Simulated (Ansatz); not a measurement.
# CH3AlFNO: vertical spin-state energies

Which spin state of CH3AlFNO lies lowest at this geometry? The task is vertical spin-state energies, for CH3AlFNO.

Computed with Ansatz 0.2.0 through its Python package. Level of theory: CAM-B3LYP/def2-TZVP.

### Step 1. The structure

Bond lengths: N1–C2 1.274 Å, C2–O3 1.389 Å, C2–Al4 2.021 Å, Al4–F5 1.731 Å, N1–H6 1.098 Å, O3–H7 0.978 Å, Al4–H8 1.595 Å. Angles: N1–C2–O3 122.0°, N1–C2–Al4 119.0°, O3–C2–Al4 119.0°, C2–N1–H6 118.1°, C2–O3–H7 124.5°, C2–Al4–F5 121.1°, C2–Al4–H8 117.4°, F5–Al4–H8 121.5°.

The script holds or builds the structure itself.

### Step 2. The script

File ch3alfno.py:

```python
"""Gap between spin states of CH3AlFNO at one geometry."""

import ansatz as az

geometry_ang = [
    ("N", (-1.36, -0.6452, 0.2287)),
    ("C", (-0.3175, 0.0842, 0.167)),
    ("O", (-0.2455, 1.3212, 0.7946)),
    ("Al", (1.3019, -0.6052, -0.827)),
    ("F", (2.7593, 0.3246, -0.9166)),
    ("H", (-2.2463, -0.2384, 0.7343)),
    ("H", (-0.963, 1.7126, 1.332)),
    ("H", (1.1632, -2.0109, -1.5688)),
]
ch3alfno = az.Crystal.molecule()
for symbol, xyz in geometry_ang:
    ch3alfno = ch3alfno.atom(symbol, xyz)

setup = (
    ch3alfno.calculation()
    .basis(gaussian="def2-TZVP")
    .functional("CAM-B3LYP")
)
found = {}
for unpaired in [0, 2]:
    r = setup.spin("collinear", total=unpaired).run(threads=1, backend="cpu").report
    s = unpaired / 2
    found[unpaired] = r["free_energy_ev"]
    print(f"2S+1 = {unpaired + 1}: E = {found[unpaired]:.5f} eV, <S^2> = {abs(r['mean_field']['state']['spin_squared']):.3f} (pure state {s * (s + 1):.2f})")
lowest = min(found, key=found.get)
for unpaired, e in found.items():
    print(f"multiplicity {unpaired + 1}: {(e - found[lowest]):.3f} eV above the lowest")
```

### Step 3. The calls as engine input

The engine receives this input (first run):

```yaml
crystal:
  periodic: [false, false, false]
  atoms:
    - { symbol: "N", position_ang: [-1.36, -0.6452, 0.2287] }
    - { symbol: C, position_ang: [-0.3175, 0.0842, 0.167] }
    - { symbol: O, position_ang: [-0.2455, 1.3212, 0.7946] }
    - { symbol: Al, position_ang: [1.3019, -0.6052, -0.827] }
    - { symbol: F, position_ang: [2.7593, 0.3246, -0.9166] }
    - { symbol: H, position_ang: [-2.2463, -0.2384, 0.7343] }
    - { symbol: H, position_ang: [-0.963, 1.7126, 1.332] }
    - { symbol: H, position_ang: [1.1632, -2.0109, -1.5688] }
basis:
  gaussian:
    orbitals: def2-TZVP
hamiltonian:
  xc: cam_b3lyp
magnetization:
  spin_polarized: true
  initial_magnetization: 0.0
```

### Step 4. The run

On the command line:

```bash
> python ch3alfno.py
```

**Question.** Which spin state is lowest at this geometry, and how far above lie the others?

As calculated:

| quantity | value |
| --- | --- |
| runs compared | 2 |
| lowest | run 1 (2S+1 = 1) |
| next above it by | 4.179 eV |

In order: multiplicity 1 (+0.00 eV) and multiplicity 3 (+4.18 eV), all at the one geometry. The geometry is a force-field or estimated start, not a minimum of this method, and the basis set is short of its limit. All parts are taken at fixed geometry, without zero-point energy.
